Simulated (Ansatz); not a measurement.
**C₃H₇BOS: a ladder of functionals and wavefunction methods**

The task here is to estimate one member of a computed series from the others.

Method: functionals in def2-TZVPP, the program's frozen cores in correlated methods; program: Ansatz 0.2.0, Gaussian basis.

Levels to be run: PBE-D4, r2SCAN-D4, PBE0-D4, B3LYP-D4, ωB97X-V, ωB97M-V, B2PLYP; CCSD(T)/def2-TZVPP; MP2/def2-QZVPP; extrapolation to the limit.

## The geometry

All runs share one geometry, relaxed beforehand with PBE0-D4 in a triple-zeta def2 set.

13 atoms, charge 0, spin multiplicity 1.

Atoms are counted from 1 here; the program's logs count them from 0.

Bond lengths: B1–S2 2.091 Å, B1–C4 1.638 Å, B1–H7 1.202 Å, B1–H8 1.202 Å, S2–C3 1.659 Å, C3–C4 1.466 Å, C3–O5 1.302 Å, C4–H9 1.095 Å, C4–H10 1.095 Å, O5–C6 1.428 Å, C6–H11 1.087 Å, C6–H12 1.092 Å, C6–H13 1.092 Å. Angles: S2–B1–C4 84.7°, S2–B1–H7 106.8°, S2–B1–H8 106.9°, C4–B1–H7 117.4°, C4–B1–H8 117.4°, H7–B1–H8 117.0°, B1–S2–C3 73.4°, S2–C3–C4 108.2°, S2–C3–O5 128.2°, C4–C3–O5 123.6°, B1–C4–C3 93.7°, B1–C4–H9 116.7°, B1–C4–H10 116.7°, C3–C4–H9 110.9°, C3–C4–H10 110.9°, H9–C4–H10 107.3°, C3–O5–C6 117.7°, O5–C6–H11 105.9° and more.

The first run:

The input, in.yaml:

```yaml
crystal:
  periodic: [false, false, false]
  atoms:
    - {symbol: B, position_ang: [-1.819673, -0.949386, -0.756222]}
    - {symbol: S, position_ang: [-0.698185, -0.910116, 1.007743]}
    - {symbol: C, position_ang: [0.079239, 0.081788, -0.071573]}
    - {symbol: C, position_ang: [-0.680513, 0.080034, -1.325758]}
    - {symbol: O, position_ang: [1.172665, 0.765646, 0.107164]}
    - {symbol: C, position_ang: [1.812248, 0.675732, 1.381068]}
    - {symbol: H, position_ang: [-1.793311, -2.081588, -1.160357]}
    - {symbol: H, position_ang: [-2.899040, -0.489148, -0.493404]}
    - {symbol: H, position_ang: [-0.063082, -0.278700, -2.156315]}
    - {symbol: H, position_ang: [-1.014457, 1.091331, -1.581769]}
    - {symbol: H, position_ang: [2.692319, 1.310133, 1.318423]}
    - {symbol: H, position_ang: [1.136672, 1.028429, 2.162514]}
    - {symbol: H, position_ang: [2.095419, -0.358854, 1.583288]}
basis:
  gaussian: {orbitals: def2-TZVPP}
hamiltonian: {xc: pbe, dispersion: d4}
output: {forces: true, orbitals: {seedname: orbitals}}
```

Command:

```
$ ansatz run in.yaml --threads 4 --pin off --events-out ev --progress --plain --max-ram 10444MiB
```

Among the steps run: PBE-D4 (GGA); r2SCAN-D4 (meta-GGA); PBE0-D4 (hybrid); B3LYP-D4 (hybrid); ωB97X-V (range-separated); ωB97M-V (range-separated); B2PLYP (double hybrid); CCSD(T) in def2-TZVPP; MP2 in def2-QZVPP.

One table of the session follows, with a row left open; its other results are not shown here.

| method | atomisation energy (kJ/mol) |
| --- | --- |
| PBE-D4 | 5212.4 |
| r2SCAN-D4 | 5095.2 |
| PBE0-D4 | 5103.5 |
| B3LYP-D4 | 5050.8 |
| ωB97X-V | 5060.6 |
| ωB97M-V | ? |
| B2PLYP | 4996.5 |
| HF/def2-TZVPP | 3641.5 |
| MP2/def2-TZVPP | 5015.9 |
| CCSD/def2-TZVPP | 4815.8 |
| CCSD(T)/def2-TZVPP | 4909.0 |
| MP2/CBS | 5138.2 |
| CCSD(T)/CBS | 5031.3 |

**Question.** Estimate the row for ωB97M-V.

The run gave: atomisation energy (kJ/mol): 5075.0. In the column «atomisation energy (kJ/mol)» it lies between ωB97X-V (5060.6) and r2SCAN-D4 (5095.2).

Caveats from the session: Free atoms (1 B, 1 S, 3 C, 1 O, 7 H) were run apart at each level; the atomisation energy is their sum less the molecule, without zero-point or spin-orbit terms.
